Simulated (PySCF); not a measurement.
# C5H14Si2: the cost of one run

Computed with PySCF 2.14.0 and routines of our own; the level stands in each step. Atoms count from 0.

## Step 1: The system as given

21 atoms, charge 0, multiplicity 1; geometry from: GFN2-xTB.

## Step 2: Circular dichroism and optical rotation: TDDFT CAM-B3LYP/def2-SVPD

Job settings and geometry (Å):

```
{"job": {"kind": "ecd", "xc": "CAM-B3LYP", "basis": "def2-SVPD", "nstates": 16}, "charge": 0, "multiplicity": 1}
C      2.850067    -0.646835     0.346032
C      1.400812    -1.006704     0.045632
Si     0.419706     0.463349    -0.654239
C      0.027265     1.809031     0.658609
Si    -1.822946     1.308335     0.724810
C     -1.479852     0.146431    -0.770489
C     -1.982410    -1.288513    -0.683816
H      3.360210    -0.327210    -0.559848
H      2.900805     0.167338     1.065316
H      3.389161    -1.499188     0.757799
H      0.927256    -1.363709     0.961263
H      1.379363    -1.837408    -0.660645
H      1.057601     0.943874    -1.891194
H      0.183758     2.821872     0.298125
H      0.564862     1.730695     1.599593
H     -2.187079     0.592318     1.950949
H     -2.788897     2.384077     0.485985
H     -1.875214     0.582934    -1.690386
H     -1.637261    -1.875604    -1.534510
H     -1.624397    -1.769132     0.224091
H     -3.071730    -1.319011    -0.673549
```

Level: TDDFT CAM-B3LYP/def2-SVPD circular dichroism and optical rotation, one conformer, gas phase.

Command:

```console
$ OMP_NUM_THREADS=1 python excited_run.py task.json out
```

The driver reads the jobs from task.json and runs them one after another.

**Question.** How long does this job take on 1 thread of Arm Neoverse V2, shared host, and how much memory does it need?

About 2.5 min, with a peak of 1.2 GiB.
